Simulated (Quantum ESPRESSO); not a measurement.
Runs of Quantum ESPRESSO 7.5 on NbSi. It takes space group Fm-3m (No. 225, cubic). The conventional cell has a = 5.148 Å, b = 5.148 Å, c = 5.148 Å, α = 90.00°, β = 90.00°, γ = 90.00°. Nb (site symmetry m-3m) is surrounded by 6 Si at 2.57 Å. Si (site symmetry m-3m) is surrounded by 6 Nb at 2.57 Å. The cell was built by a generator and needn't be a form met in nature.

```csv
task,level,potentials or basis,cell,k mesh,cutoff (eV),smearing,iterations,form of the LDA correlation,gap on the mesh (eV),pressure (GPa)
phonons,PW91,GBRV 1.5 PBE,relaxed,9 × 9 × 9,612,cold 0.2 eV,-,-,none,0.0
phonons,revPBE,GBRV 1.5 PBE,relaxed,9 × 9 × 9,612,cold 0.2 eV,-,-,none,0.0
energy-loss spectrum,PBE,Ansatz NC SR PBE,volume scaled by 1.04,"6 × 6 × 6, shifted",1116,cold 0.136 eV,200,-,none,(a)
phonons,PBE,GBRV 1.5 PBE,relaxed,9 × 9 × 9,612,cold 0.2 eV,-,-,none,0.0
phonons,vdW-DF-cx,GBRV 1.5 PBE,relaxed,9 × 9 × 9,612,cold 0.2 eV,-,-,none,0.0
energy-loss spectrum,LDA,PseudoDojo 0.4.1 SR LDA stringent,as given,6 × 6 × 6,1116,cold 0.2 eV,300,PW92,none,-7.2
phonons,BLYP,GBRV 1.5 PBE,relaxed,9 × 9 × 9,612,cold 0.2 eV,-,-,none,0.0
phonons,PBEsol,GBRV 1.5 PBEsol,relaxed,9 × 9 × 9,612,cold 0.2 eV,-,-,none,0.0
```

Alike in all rows: no spin polarisation.

Problem. Fill in the values left out.

Solution. (a) -5.6.

Caveats: the potentials were made for another functional, which shifts forces and pressure (some runs); the Lanczos chain is short for so many electrons, so humps in the spectrum may be artefacts (some runs).

A k mesh can miss the band edges, and the runs leave out spin-orbit coupling on Nb.

A gap of «none» marks a metal or a gap under the smearing width.
